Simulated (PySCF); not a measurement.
# Si(OH)₃: structure of the doublet

Where does doublet Si(OH)₃ go from a trigonal pyramidal start, is the end point a minimum, and what are its modes, charges and moments?

Computed with PySCF 2.14.0. Level: PBE0, basis Si def2-SVP, O def2-SVP, H def2-SVP, no relativity, density fitting.

## Step 1: Starting geometry

7 atoms, charge 0, spin multiplicity 2.

Bond lengths: Si1–O2 1.790 Å, Si1–O3 1.790 Å, Si1–O4 1.790 Å, O2–H5 0.960 Å, O3–H6 0.960 Å, O4–H7 0.960 Å. Angles: O2–Si1–O3 99.8°, O2–Si1–O4 99.8°, O3–Si1–O4 99.8°, Si1–O2–H5 130.0°, Si1–O3–H6 130.0°, Si1–O4–H7 130.0°.

```xyz
7
charge 0 multiplicity 2
Si    0.0000    0.0000    0.0000
O     1.5805    0.0000    0.8404
O    -0.7902    1.3687    0.8404
O    -0.7902   -1.3687    0.8404
H     2.1253   -0.7354    1.1301
H    -0.4258    2.2083    1.1301
H    -1.6995   -1.4729    1.1301
```

## Step 2: The SCF at the typed geometry

The steps below are one call of a driver around PySCF. For each, scf.py gives the equivalent set-up of the SCF; relaxations use the driver's own optimiser. After this first run the driver tries any further starts and a stability analysis.

Input file scf.py:

```python
from pyscf import gto, scf, dft
mol = gto.M(atom='''
Si     0.000000     0.000000     0.000000
O      1.580500     0.000000     0.840400
O     -0.790200     1.368700     0.840400
O     -0.790200    -1.368700     0.840400
H      2.125300    -0.735400     1.130100
H     -0.425800     2.208300     1.130100
H     -1.699500    -1.472900     1.130100''',
    basis={'Si': 'def2-SVP', 'O': 'def2-SVP', 'H': 'def2-SVP'},
    charge=0, spin=1)
mf = dft.UKS(mol, xc='PBE0')
mf.grids.atom_grid = (50, 194)
aux = {'Si': 'def2-universal-JKFIT', 'O': 'def2-universal-JKFIT', 'H': 'def2-universal-JKFIT'}
mf = mf.density_fit(auxbasis=aux)
mf.conv_tol = 1e-08
mf.diis_space = 10
mf.max_cycle = 60
mf.init_guess = 'minao'
mf.verbose = 4
mf.kernel()
```

Run with:

```sh
> OMP_NUM_THREADS=2 python axn.py task.json out
```

Log:

```text
init E= -516.394960732726
[... the frontier-level lines of each cycle are left out ...]
cycle= 1 E= -516.097061309193  delta_E= 0.298  |g|= 0.828  |ddm|= 1.87
cycle= 2 E= -515.494127575077  delta_E= 0.603  |g|= 1.44  |ddm|= 1.67
cycle= 3 E= -516.371709472628  delta_E= -0.878  |g|= 0.0748  |ddm|= 1.18
cycle= 4 E= -516.375055939119  delta_E= -0.00335  |g|= 0.0249  |ddm|= 0.138
cycle= 5 E= -516.375425865869  delta_E= -0.00037  |g|= 0.00377  |ddm|= 0.0374
cycle= 6 E= -516.375437802757  delta_E= -1.19e-05  |g|= 0.000981  |ddm|= 0.00555
cycle= 7 E= -516.375439075386  delta_E= -1.27e-06  |g|= 0.000433  |ddm|= 0.00222
cycle= 8 E= -516.375439159712  delta_E= -8.43e-08  |g|= 0.000423  |ddm|= 0.000715
cycle= 9 E= -516.375439247146  delta_E= -8.74e-08  |g|= 8.71e-05  |ddm|= 0.000406
cycle= 10 E= -516.375439255241  delta_E= -8.1e-09  |g|= 1.9e-05  |ddm|= 0.000199
Extra cycle  E= -516.375439255355  delta_E= -1.14e-10  |g|= 2.25e-05  |ddm|= 3.87e-05
converged SCF energy = -516.375439255355  <S^2> = 0.75370824  2S+1 = 2.0037048
```

This step, with its further starts and checks, ran for 4.8 s (2 threads of Arm Neoverse V2, shared host).

No lower solution of this spin turned up in the test of internal stability.

## Step 3: Relaxing the doublet from the trigonal pyramidal start

The program finds C3 symmetry in the start, which this walk keeps.

scf.py: that of step 2 with these lines changed.

```diff
@@ -3,7 +3,7 @@
-Si     0.000000     0.000000     0.000000
-O      1.580500     0.000000     0.840400
-O     -0.790200     1.368700     0.840400
-O     -0.790200    -1.368700     0.840400
-H      2.125300    -0.735400     1.130100
-H     -0.425800     2.208300     1.130100
-H     -1.699500    -1.472900     1.130100''',
+Si     0.000001     0.000000    -0.553816
+O      1.580452    -0.000000     0.286586
+O     -0.790227     1.368712     0.286584
+O     -0.790227    -1.368712     0.286584
+H      2.125320    -0.735386     0.576286
+H     -0.425798     2.208275     0.576284
+H     -1.699524    -1.472889     0.576283''',
@@ -19 +18,0 @@
-mf.init_guess = 'minao'
```

Steps of the walk:

```tsv
step	energy (Eh)	change (kJ/mol)	largest symmetric gradient (Eh/bohr)
0	-516.375439	0.00	0.11680
1	-516.412220	-96.57	0.02375
2	-516.415166	-104.30	0.01569
3	-516.416596	-108.06	0.00562
4	-516.417233	-109.73	0.00438
5	-516.417396	-110.16	0.00210
6	-516.417501	-110.43	0.00227
7	-516.417621	-110.75	0.00382
8	-516.417767	-111.13	0.00477
9	-516.418000	-111.74	0.00559
10	-516.418344	-112.65	0.00433
11	-516.418363	-112.70	0.00809
12	-516.418614	-113.36	0.00205
13	-516.418650	-113.45	0.00069
14	-516.418653	-113.46	0.00226
15	-516.418668	-113.50	0.00072
16	-516.418670	-113.50	0.00004
```

The walk took 34 s.

Positions (Å) and forces (eV/Å) along the way:

```
step 0
Si   0.000   0.000  -0.554  -0.004   0.003   6.006
O    1.580   0.000   0.287  -1.989   0.722  -1.691
O   -0.790   1.369   0.287   0.368  -2.087  -1.695
O   -0.790  -1.369   0.287   1.625   1.362  -1.696
H    2.125  -0.735   0.576  -0.368  -0.410  -0.308
H   -0.426   2.208   0.576   0.540  -0.114  -0.308
H   -1.700  -1.473   0.576  -0.171   0.524  -0.308
step 1
Si   0.000   0.000  -0.346   0.018  -0.002   1.222
O    1.575   0.026   0.251  -0.347  -0.011  -0.145
O   -0.810   1.351   0.251   0.179  -0.288  -0.142
O   -0.765  -1.377   0.251   0.151   0.301  -0.143
H    2.091  -0.742   0.542  -0.531   0.195  -0.265
H   -0.402   2.182   0.542   0.097  -0.557  -0.264
H   -1.688  -1.439   0.542   0.434   0.362  -0.263
step 8
Si   0.000   0.000  -0.225   0.009  -0.002  -0.035
O    1.550   0.077   0.364   0.161  -0.185   0.033
O   -0.842   1.304   0.364   0.077   0.239   0.040
O   -0.708  -1.381   0.364  -0.251  -0.053   0.039
H    2.031  -0.761   0.389  -0.067   0.174  -0.025
H   -0.356   2.139   0.389  -0.116  -0.147  -0.027
H   -1.674  -1.378   0.389   0.186  -0.026  -0.026
step 16
Si   0.000   0.000  -0.101   0.016  -0.001  -0.001
O    1.552   0.007   0.489  -0.004   0.000  -0.002
O   -0.782   1.340   0.489  -0.005   0.003   0.000
O   -0.770  -1.347   0.489  -0.007   0.000   0.003
H    2.103  -0.735   0.223   0.000   0.002  -0.001
H   -0.415   2.189   0.223  -0.001  -0.001   0.001
H   -1.688  -1.454   0.223   0.001  -0.002   0.000
```

After 16 steps and 113.5 kJ/mol it ends at C3: O–H 0.963 Å (×3), Si–O 1.660 Å (×3); H–O–Si 115.7° (×3), O–Si–O 108.1° (×3).

## Step 4: Vibrations and properties at this point

On the finer grid the gradient is checked again; gradients at displacements of ±0.02 bohr then give force constants and infrared intensities.

scf.py: that of step 3 with these lines changed.

```diff
@@ -3,7 +3,7 @@
-Si     0.000001     0.000000    -0.553816
-O      1.580452    -0.000000     0.286586
-O     -0.790227     1.368712     0.286584
-O     -0.790227    -1.368712     0.286584
-H      2.125320    -0.735386     0.576286
-H     -0.425798     2.208275     0.576284
-H     -1.699524    -1.472889     0.576283''',
+Si     0.000000     0.000000    -0.370640
+O      1.551640     0.006580     0.219707
+O     -0.781519     1.340470     0.219704
+O     -0.770122    -1.347050     0.219704
+H      2.103607    -0.735079    -0.047933
+H     -0.415206     2.189317    -0.047936
+H     -1.688401    -1.454237    -0.047937''',
@@ -13 +13 @@
-mf.grids.atom_grid = (50, 194)
+mf.grids.atom_grid = (75, 302)
@@ -16 +16 @@
-mf.conv_tol = 1e-08
+mf.conv_tol = 1e-10
```

The driver hands on the density of the step before, so the log starts near convergence.

Log of the central SCF (cycles and frontier levels):

```text
init E= -516.418619481991
[... the frontier-level lines of each cycle are left out ...]
cycle= 1 E= -516.418619481995  delta_E= -4.09e-12  |g|= 8.22e-07  |ddm|= 2.52e-06
Extra cycle  E= -516.418619481995  delta_E= -2.27e-13  |g|= 6.89e-07  |ddm|= 1.68e-06
converged SCF energy = -516.418619481995  <S^2> = 0.75170697  2S+1 = 2.0017062
```

The whole step took 59 s.

Geometry: C3; O–H 0.962 Å (×3), Si–O 1.660 Å (×3); H–O–Si 115.7° (×3), O–Si–O 108.1° (×3).

Modes, for the most abundant isotopes:

```
symmetry  ω (cm⁻¹)  IR (km/mol)
       e       142          120
       a       253          212
       e       306         17.2
       a       393         54.3
       e       777          459
       a       786          0.1
       a       811          134
       e       947          263
       e      3924          336
       a      3926          3.7
```

All wavenumbers are real: a minimum.

Properties at this point:

| Quantity | Value |
| --- | --- |
| Dipole moment | 1.81 D |
| Highest occupied level | -5.66 eV |
| Lowest empty level | -1.79 eV |
| Rotational constants | 0.236, 0.236, 0.1291 cm⁻¹ |
| Zero-point energy | 109.8 kJ/mol |
| Principal polarisabilities | 23.2, 34.7, 34.7 bohr³ |
| Atomisation energy without zero-point energy | 2602 kJ/mol |
| Principal traceless quadrupole moments about the centre of mass | -5.74, 2.87, 2.87 D Å |
| Entropy at 298.15 K and 1 bar (electronic part: spin only) | 315.0 J/(mol K) |
| Heat capacity Cp at 298.15 K | 91.6 J/(mol K) |
| Enthalpy at 298.15 K above 0 K | 18.73 kJ/mol |
| Rotational symmetry number | 3 |
| Spin squared ⟨S²⟩ | 0.752 |

Charges (e) and bond orders:

```
  atom  Mulliken  Löwdin  polar tensor  spin (Mulliken)  Mayer order to Si1
   Si1      0.60    0.39          1.45             0.80                   –
O2,3,4     -0.40   -0.22         -0.80             0.07                1.13
H5,6,7      0.20    0.09          0.32             0.00                0.03
```

Outer orbital energies (eV). α occupied: -14.33, -11.64, -10.56, -10.56, -9.67, -9.41, -9.41, -5.66; empty: 1.71, 1.84, 1.84, 3.66. β occupied: -14.22, -14.22, -10.98, -10.28, -10.28, -9.55, -9.16, -9.16; empty: -1.79, 1.91, 2.16, 2.17.

Mulliken populations on Si1: s 5.19, p 7.71, d 0.49.

## Step 5: Density, ELF and potential

The plane holds Si1 at (0.00, 0.00), O2 at (1.66, 0.00), O3 at (-0.52, 1.58), H5 at (2.08, -0.87) Å. Columns run from x = -2.55 to 4.35 Å, rows from y = 3.75 (top) to -2.85 Å, in steps of 0.3 Å.

Density (cut at 5 e/Å³):

Ten steps from '0' (0.000 e/Å³) to '9' (5.000 e/Å³), finer at the low end (step k begins (100^(k/10) - 1)/99 of the way up):
```
000000000000000000000000
000000000000000000000000
000000000000000000000000
000001111100000000000000
000012343210000000000000
000135676421000000000000
001247998631000000000000
001258999742100000000000
001258999742111100000000
000246888643233321000000
000134666544456542100000
000123458855689863100000
000123489986899974200000
000123489986899974200000
000123458855689974200000
000012344444467874200000
000012333332345653100000
000001222211123332000000
000000111110011110000000
000000000000000000000000
000000000000000000000000
000000000000000000000000
000000000000000000000000
```

ELF (0 where the density is under 0.005 e/Å³):

Ten even steps from '0' (0.00) to '9' (0.99):
```
000000000000000000000000
000000000000000000000000
000000000000000000000000
000011122100000000000000
000233454320000000000000
002467777631000000000000
014688868752000000000000
015789296852000000000000
004789517851002332000000
002578888841025665200000
000246773112368886410000
000123203303778987410000
000122048833854586310000
001123038833854486200000
001135303405777887410000
000135641014568998620000
000013565322248999740000
000012344321038998840000
000001122210005888700000
000000011110000354000000
000000001110000000000000
000000000000000000000000
000000000000000000000000
```

Lowest empty orbital at -1.79 eV (sign arbitrary; one member if degenerate):

Ten even steps from '0' (-0.55 Å^-3/2) to '9' (0.46 Å^-3/2):
```
555555555555555555555555
555555555555555555555555
555555555555555555555555
555555565555555555555555
555555666655555555555555
555556666655555555555555
555555686655555555555555
555554595555555555555555
555543103455555555555555
555554323455555555555555
555555544555555666555555
556666665555445666555555
566667763555327876555555
566677860255302666555555
566677887665422455555555
566667888876544555555555
566667777776555555555555
556666677766655555555555
555666666666665555555555
555566666666655555555555
555555666666555555555555
555555555555555555555555
555555555555555555555555
```

Along Si1–O2 (1.660 Å) the density is least, 0.83 e/Å³, about 0.66 Å from Si1; ELF there is 0.08.

Values on the line from Si1 (at 0) through O2 (at 1.660 Å):

```tsv
distance (Å)	density (e/Å³)	ELF	electrostatic potential (V)	spin density (e/Å³)
-0.58	0.87	0.089	49.1	0.0498
-0.42	5.09	0.679	94.8	0.00396
-0.25	33.5	0.862	252	0.13
-0.08	230	0.316	1.53e+03	0.12
0.17	70.2	0.637	529	-0.00939
0.33	13.5	0.84	145	0.00066
0.50	2.03	0.208	66.6	-0.00338
0.66	0.83	0.0846	36.6	-0.00745
0.83	1.09	0.66	22.8	0.000529
1.00	1.87	0.867	20.8	0.0348
1.16	3.3	0.837	37	0.112
1.33	5.75	0.493	98.8	0.256
1.49	21.7	0.253	347	0.291
1.74	179	0.989	926	0.321
1.91	7.84	0.158	174	0.15
2.08	4.14	0.737	55.4	0.0702
2.24	1.99	0.815	18.9	0.0316
2.41	0.892	0.753	6.4	0.0154
2.57	0.372	0.596	1.99	0.00729
```

Making the fields took 0.9 s.

## Step 6: Results

```
                                          quantity                                                                                       value
                                           minimum                                                                                 doublet, C3
                                          geometry                 O–H 0.962 Å (×3), Si–O 1.660 Å (×3); H–O–Si 115.7° (×3), O–Si–O 108.1° (×3)
                                wavenumbers (cm⁻¹)  142 (e), 253 (a), 306 (e), 393 (a), 777 (e), 786 (a), 811 (a), 947 (e), 3924 (e), 3926 (a)
                                     dipole moment                                                                                      1.81 D
highest occupied, lowest empty level (either spin)                                                                             -5.66, -1.79 eV
                        polar-tensor charge of Si1                                                                                     +1.45 e
                                 zero-point energy                                                                                109.8 kJ/mol
                               entropy at 298.15 K                                                                             315.0 J/(mol K)
         atomisation energy (no zero-point energy)                                                                                 2602 kJ/mol
                                              ⟨S²⟩                                                                                       0.752
```

The trigonal pyramidal start keeps its C3 symmetry and ends in a minimum. In the infrared the band at 777 cm⁻¹ (e) leads. Most of the spin sits on Si1 (Mulliken spin 0.80, against 1 for the whole molecule). Other starts or spin states, not run here, may lie lower.

The search up to here ran for 98 s (2 threads of Arm Neoverse V2, shared host).
